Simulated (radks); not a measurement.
**Excited configurations of Xe⁺**

How tightly is the outer electron of Xe⁺ held in higher orbitals? Ground state, ion and excited configurations are run in turn.

The numbers are computed with radks (a radial shooting solver on a logarithmic mesh, Libxc functionals) version 1 (scalar-relativistic Kohn-Sham, r2SCAN, spin-polarised, spherical densities, finite nucleus; open shells are filled with parallel spins first), except any that are marked as measured or tabulated.

### Step 1. The atom as given

* element: xenon (Z = 54)
* charge: +1
* electrons: 53
* configuration: [Kr] 4d10 5s2 5p5
* nuclear rms radius: 4.7859 fm

The outer shells:

Xe⁺
```
[Kr] core
4d [↑↓][↑↓][↑↓][↑↓][↑↓]
5s [↑↓]
5p [↑↓][↑↓][↑ ]
```

### Step 2. Ground configuration: [Kr] 4d10 5s2 5p5

Settings of this run:

```text
Z 54
configuration [Kr] 4d10 5s2 5p5
relativity scalar-relativistic
functional r2scan,r2scan
spin polarised
nucleus finite rms 4.7859 fm
c 137.035999084
```

### Step 3. The ion: [Kr] 4d10 5s2 5p4

Settings, as their differences from step 2:

```diff
@@ -1,3 +1,3 @@
 Z 54
-configuration [Kr] 4d10 5s2 5p5
+configuration [Kr] 4d10 5s2 5p4
 relativity scalar-relativistic
```

### Step 4. Outer electron in 4f: [Kr] 4d10 5s2 5p4 4f1

Settings, as their differences from step 3:

```diff
@@ -1,3 +1,3 @@
 Z 54
-configuration [Kr] 4d10 5s2 5p4
+configuration [Kr] 4d10 5s2 5p4 4f1
 relativity scalar-relativistic
```

### Step 5. Outer electron in 5d: [Kr] 4d10 5s2 5p4 5d1

Settings of this run:

```text
Z 54
configuration [Kr] 4d10 5s2 5p4 5d1
relativity scalar-relativistic
functional r2scan,r2scan
spin polarised
nucleus finite rms 4.7859 fm
c 137.035999084
```

### Step 6. Outer electron in 5f: [Kr] 4d10 5s2 5p4 5f1

Settings of this run:

```text
Z 54
configuration [Kr] 4d10 5s2 5p4 5f1
relativity scalar-relativistic
functional r2scan,r2scan
spin polarised
nucleus finite rms 4.7859 fm
c 137.035999084
```

### Step 7. Outer electron in 6s: [Kr] 4d10 5s2 5p4 6s1

Settings of this run:

```text
Z 54
configuration [Kr] 4d10 5s2 5p4 6s1
relativity scalar-relativistic
functional r2scan,r2scan
spin polarised
nucleus finite rms 4.7859 fm
c 137.035999084
```

### Step 8. Outer electron in 6p: [Kr] 4d10 5s2 5p4 6p1

Settings of this run:

```text
Z 54
configuration [Kr] 4d10 5s2 5p4 6p1
relativity scalar-relativistic
functional r2scan,r2scan
spin polarised
nucleus finite rms 4.7859 fm
c 137.035999084
```

### Step 9. Outer electron in 6d: [Kr] 4d10 5s2 5p4 6d1

Settings of this run:

```text
Z 54
configuration [Kr] 4d10 5s2 5p4 6d1
relativity scalar-relativistic
functional r2scan,r2scan
spin polarised
nucleus finite rms 4.7859 fm
c 137.035999084
```

### Step 10. Outer electron in 6f: [Kr] 4d10 5s2 5p4 6f1

Settings of this run:

```text
Z 54
configuration [Kr] 4d10 5s2 5p4 6f1
relativity scalar-relativistic
functional r2scan,r2scan
spin polarised
nucleus finite rms 4.7859 fm
c 137.035999084
```

### Step 11. Outer electron in 7s: [Kr] 4d10 5s2 5p4 7s1

Settings of this run:

```text
Z 54
configuration [Kr] 4d10 5s2 5p4 7s1
relativity scalar-relativistic
functional r2scan,r2scan
spin polarised
nucleus finite rms 4.7859 fm
c 137.035999084
```

### Step 12. Outer electron in 7p: [Kr] 4d10 5s2 5p4 7p1

Settings of this run:

```text
Z 54
configuration [Kr] 4d10 5s2 5p4 7p1
relativity scalar-relativistic
functional r2scan,r2scan
spin polarised
nucleus finite rms 4.7859 fm
c 137.035999084
```

### Step 13. Outer electron in 7d: [Kr] 4d10 5s2 5p4 7d1

Settings of this run:

```text
Z 54
configuration [Kr] 4d10 5s2 5p4 7d1
relativity scalar-relativistic
functional r2scan,r2scan
spin polarised
nucleus finite rms 4.7859 fm
c 137.035999084
```

### Step 14. Outer electron in 7f: [Kr] 4d10 5s2 5p4 7f1

Settings of this run:

```text
Z 54
configuration [Kr] 4d10 5s2 5p4 7f1
relativity scalar-relativistic
functional r2scan,r2scan
spin polarised
nucleus finite rms 4.7859 fm
c 137.035999084
```

Q: Predict the outcome of this session. Wanted: for each run, outer orbital; excitation; binding; n*; quantum defect; <r>.

The runs gave:

```csv
outer orbital,excitation (eV),binding (eV),n*,quantum defect,<r> (bohr)
4f,17.536,3.698,3.836,0.164,7.317
5d,12.640,8.594,2.516,2.484,3.495
5f,18.523,2.711,4.480,0.520,11.74
6s,12.007,9.227,2.429,3.571,4.626
6p,14.377,6.857,2.817,3.183,5.755
6d,16.966,4.268,3.571,2.429,8.460
6f,19.248,1.986,5.234,0.766,17.95
7s,16.576,4.658,3.418,3.582,9.003
7p,17.482,3.752,3.809,3.191,10.78
7d,18.606,2.628,4.551,2.449,14.62
7f,19.780,1.454,6.119,0.881,26.16
```

Binding is E(ion) − E, and n* = 2/√(2·binding) in atomic units. The Δ-SCF energy to the ion that was run is 21.234 eV (NIST's first ionisation energy, to the ion's ground state: 20.975 eV, semi-empirical). Mean quantum defects: f 0.58, d 2.45, s 3.58, p 3.19. They fall with l, since high-l orbitals stay out of the core. Self-interaction in the functional shifts them, so they are the method's values and not measured ones. Open shells are spherical and high-spin; term and fine-structure splittings are not resolved. Spin-orbit splitting is averaged out at the scalar-relativistic level.
